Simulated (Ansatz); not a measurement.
**In2H in Ansatz: the effect of functional**

Sheet: In2H, a sheet with vacuum.

```
In H
1.0
     4.95568    0.00000    0.00000
    -2.47784    4.29174    0.00000
     0.00000    0.00000   25.48707
In H
2 1
Direct
  0.33333 0.66667 0.28867
  0.66667 0.33333 0.28867
  0.00000 0.00000 0.28892
```

The cell was built by a generator and needn't be a form met in nature.

Alike in all runs:

- Program: Ansatz 0.2.0
- Task: single point
- Potentials or basis: all-electron LAPW, scalar-relativistic
- Cutoff: 227 eV (chosen from the basis error)
- Basis error allowed: 0.002 eV/atom
- k mesh: 6 × 6 × 1
- Occupations: fermi-dirac, width 0.05 eV
- Spin: no spin polarisation

```tsv
functional	work function (eV)
PBE	?
LDA	4.24
PBEsol	4.02
```

What does the run with functional PBE give?

Work function 3.93 eV.
